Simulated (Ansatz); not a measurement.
# ClFH5N2OTa: molecular dynamics

Aim: follow the molecule's vibrations and see whether its bonds hold. The start is relaxed first. Runs: 500 steps of 1 fs under a Langevin thermostat at 1500 K.

All numbers below are computed with Ansatz 0.2.0 (RKS PBE/def2-SVP).

### 1 Starting point

Bond lengths: Ta1–Cl2 2.470 Å, Ta1–N3 2.160 Å, N3–H4 1.060 Å, N3–H5 1.060 Å, Ta1–F6 1.930 Å, Ta1–N7 2.160 Å, N7–H8 1.060 Å, N7–H9 1.060 Å, Ta1–O10 2.020 Å, O10–H11 1.010 Å. Angles (14 of 17 angles, heavy atoms first): Cl2–Ta1–N3 90.0°, Cl2–Ta1–F6 90.0°, Cl2–Ta1–N7 120.0°, Cl2–Ta1–O10 120.0°, N3–Ta1–F6 180.0°, N3–Ta1–N7 90.0°, N3–Ta1–O10 90.0°, F6–Ta1–N7 90.0°, F6–Ta1–O10 90.0°, N7–Ta1–O10 120.0°, Ta1–N3–H4 120.0°, Ta1–N3–H5 120.0°, Ta1–N7–H8 120.0°, Ta1–N7–H9 120.0°.

As a file:

```xyz
11

Ta    0.0000    0.0000    0.0000
Cl    2.4700    0.0000    0.0000
N     0.0000    0.0000    2.1600
H    -0.2456   -0.8845    2.6900
H     0.2456    0.8845    2.6900
F     0.0000    0.0000   -1.9300
N    -1.0800    1.8706    0.0000
H    -1.6414    2.1584    0.8518
H    -1.0486    2.5007   -0.8518
O    -1.0100   -1.7493    0.0000
H    -1.6563   -1.7655    0.7760
```

### 2 Relaxing the start

Input file input.yaml:

```yaml
crystal:
  periodic: [false, false, false]
  atoms:
    - { symbol: Ta, position_ang: [0.0, 0.0, 0.0] }
    - { symbol: Cl, position_ang: [2.47, 0.0, 0.0] }
    - { symbol: "N", position_ang: [0.0, 0.0, 2.16] }
    - { symbol: H, position_ang: [-0.2456, -0.8845, 2.69] }
    - { symbol: H, position_ang: [0.2456, 0.8845, 2.69] }
    - { symbol: F, position_ang: [0.0, 0.0, -1.93] }
    - { symbol: "N", position_ang: [-1.08, 1.8706, 0.0] }
    - { symbol: H, position_ang: [-1.6414, 2.1584, 0.8518] }
    - { symbol: H, position_ang: [-1.0486, 2.5007, -0.8518] }
    - { symbol: O, position_ang: [-1.01, -1.7493, 0.0] }
    - { symbol: H, position_ang: [-1.6563, -1.7655, 0.776] }
basis:
  gaussian: { orbitals: def2-SVP }
hamiltonian:
  xc: pbe
relax:
  f_tol: 0.02
  max_steps: 40
```

Launch:

```console
> ansatz run input.yaml --threads 4 --pin off --max-ram 5120MiB --backend cpu --events-out ev --progress --plain --runs-dir out
```

Further steps of the session: The run.

What does the calculation give? Wanted: relaxation of the start; temperature, first and last step; temperature, second half; potential energy, second half; bonds formed or broken.

As calculated:

| quantity | value |
| --- | --- |
| relaxation of the start | 21 moves, 1.194 eV lower |
| length | 500 steps of 1 fs |
| temperature, first and last step | 1364 and 1038 K |
| temperature, second half | mean 1429 K, from 615 to 2271 K |
| potential energy, second half | +139 meV/atom from the start |
| bonds formed or broken | 0 |

**Reading.** Against a set 1500 K the second half averages 1429 K with a spread of 320 K. The bonding pattern survives the run. Averages from a run of 500 fs with 11 atoms are rough. The nuclei move classically, without zero-point motion, which matters most for hydrogen.
